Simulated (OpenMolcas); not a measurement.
**Cl⁺: CASSCF and CASPT2 terms and fine-structure levels**

Which level of Cl⁺ lies lowest, and where do the others fall? The reference wave functions come first, then spin-orbit coupling, then second-order correlation under several settings.

The numbers are computed with OpenMolcas 26.06 (state-averaged CASSCF and CASPT2, spin-orbit coupling by RASSI with atomic mean-field integrals), except any that are marked as measured or tabulated.

### Step 1. Starting point

* Species: Cl⁺ (chlorine, Z = 17, 16 electrons)
* Basis: ANO-R3 [6s5p4d3f1g], 71 functions
* Scalar Hamiltonian: X2C, finite nucleus
* Inactive shells: 1s 2s 2p 3s
* Active space: 4 electrons in 3 orbitals (3p)
* Some configurations of this space: 3s2 3p4
* Orbitals: optimised for each spin and parity, averaged over all roots

Outer shells as boxes (Hund's rule):

3s2 3p4
```
3s [↑↓]
3p [↑↓][↑ ][↑ ]
```

The work runs as a chain of OpenMolcas steps in one folder; each step below is one input file. Labels, J, g values, rates, χT and fits are worked out afterwards by a script from the matrices that RASSI stores.

### Step 2. GATEWAY and SEWARD: basis and integrals

a.inp reads:

```
&GATEWAY
Coord
1

Cl 0.0 0.0 0.0
Basis=ANO-R3
Group=XYZ
NoMove
AngMom=0.0 0.0 0.0
AMFI
&SEWARD
```

### Step 3. Reference wave functions, triplets of even parity, 3 roots

a.inp reads:

```
&RASSCF
FileOrb=start.orb
Symmetry=1
Spin=3
nActEl=4 0 0
Inactive=3 3
Ras2=0 3
CIRoot=3 3 1
SDav=3
CIMx=300
Iter=120 100
PrWF=0.3
OrbListing=Nothing
MaxOrb=0
Atom
>>> COPY $Project.JobIph JOB001
```

start.orb holds the contracted functions of the basis, ordered by shell, or the orbitals of the step before.

### Step 4. CASSCF: singlets of even parity, 6 roots

a.inp reads:

```
&RASSCF
FileOrb=start.orb
Symmetry=1
Spin=1
nActEl=4 0 0
Inactive=3 3
Ras2=0 3
CIRoot=6 6 1
SDav=6
CIMx=300
Iter=120 100
PrWF=0.3
OrbListing=Nothing
MaxOrb=0
Atom
>>> COPY $Project.JobIph JOB002
```

### Step 5. RASSI: spin-orbit coupling between the states

a.inp reads:

```
&RASSI
NrOfJobIphs=2 3 6
1 2 3
1 2 3 4 5 6
IphNames
JOB001
JOB002
EJob
SpinOrbit
DIPRint=1.0
SOCoupling=1000.0
Subsets=2
MEES
Property=10
'ANGMOM' 1 'ANGMOM' 2 'ANGMOM' 3 'MLTPL  1' 1 'MLTPL  1' 2 'MLTPL  1' 3
'AMFI' 1 'AMFI' 2 'AMFI' 3 'MLTPL  2' 6
SOProperty=3
'ANGMOM' 1 'ANGMOM' 2 'ANGMOM' 3
```

### Step 6. CASPT2: IPEA 0.25, imaginary shift 0.1 (closed shells correlated: 2s 2p 3s)

a.inp reads:

```
>>> COPY JOB001 $Project.JobIph
&CASPT2
Multistate=3 1 2 3
Frozen=1 0
IPEA=0.25
Imaginary=0.1
MaxIter=60
WThr=0.0 0.3 0.05
PrWF=0.5
NoMix
>>> COPY JOB002 $Project.JobIph
&CASPT2
Multistate=6 1 2 3 4 5 6
Frozen=1 0
IPEA=0.25
Imaginary=0.1
MaxIter=60
WThr=0.0 0.3 0.05
PrWF=0.5
NoMix
```

### Step 7. CASPT2: IPEA 0, imaginary shift 0.1 (closed shells correlated: 2s 2p 3s), extended multistate

a.inp reads:

```
>>> COPY JOB001 $Project.JobIph
&CASPT2
XMultistate=3 1 2 3
Frozen=1 0
IPEA=0.0
Imaginary=0.1
MaxIter=60
WThr=0.0 0.3 0.05
PrWF=0.5
NoMix
>>> COPY JOB002 $Project.JobIph
&CASPT2
XMultistate=6 1 2 3 4 5 6
Frozen=1 0
IPEA=0.0
Imaginary=0.1
MaxIter=60
WThr=0.0 0.3 0.05
PrWF=0.5
NoMix
```

(Steps that only read results are left out.)

Before running it: what results should come out? Wanted: lowest level; first excited level; lowest level of another term; spin-orbit lowering of the lowest level; strongest of the lines computed, by gA.

**Answer**, as computed:

| quantity | value |
| --- | --- |
| method | SS-CASPT2, IPEA 0.25, imaginary shift 0.1 (closed shells correlated: 2s 2p 3s) |
| lowest level | 3s2 3p4 3P2, 100 % of that term, g = 1.500 |
| ground level listed by NIST | 3P2 |
| first excited level | 3s2 3p4 3P1 at 0.0809 eV |
| lowest level of another term | 3s2 3p4 1D2 at 1.460 eV |
| spin-orbit lowering of the lowest level | 0.0415 eV |
| strongest of the lines computed, by gA (one parity, so forbidden lines), at SS-CASPT2 energies | 3s2 3p4 1S0 → 3s2 3p4 1D2, 581.7 nm, A = 3.27e+00 s⁻¹ |

What each method costs and misses:

| method | time of its own steps | time with the reference | mean absolute difference from the measured levels (cm-1) |
| --- | --- | --- | --- |
| A. CASSCF | 2.7 s | 2.7 s | 2600 |
| B. SS-CASPT2, IPEA 0.25, imaginary shift 0.1, +2s 2p 3s | 1.4 s | 4.1 s | 330 |
| C. XMS-CASPT2, IPEA 0, imaginary shift 0.1, +2s 2p 3s | 1.2 s | 3.9 s | 770 |

Times are of one thread on a shared host.

The multiplet 3P is inverted; its intervals divided by the larger J differ by 12 % of their mean, where Landé's rule for pure LS coupling makes them equal. Second-order correlation (method B) scales the levels of the lowest configuration above 5000 cm⁻¹ by 0.82. Method B lies closest to the measured levels (330 cm⁻¹ on average) and A farthest (2600). Only the configurations of the active space and the roots asked for are present. CASPT2 does not keep the components of a term degenerate, and the means are used. With the s shell closed, the highest p terms come out too high. Levels of other configurations are missing from the list.
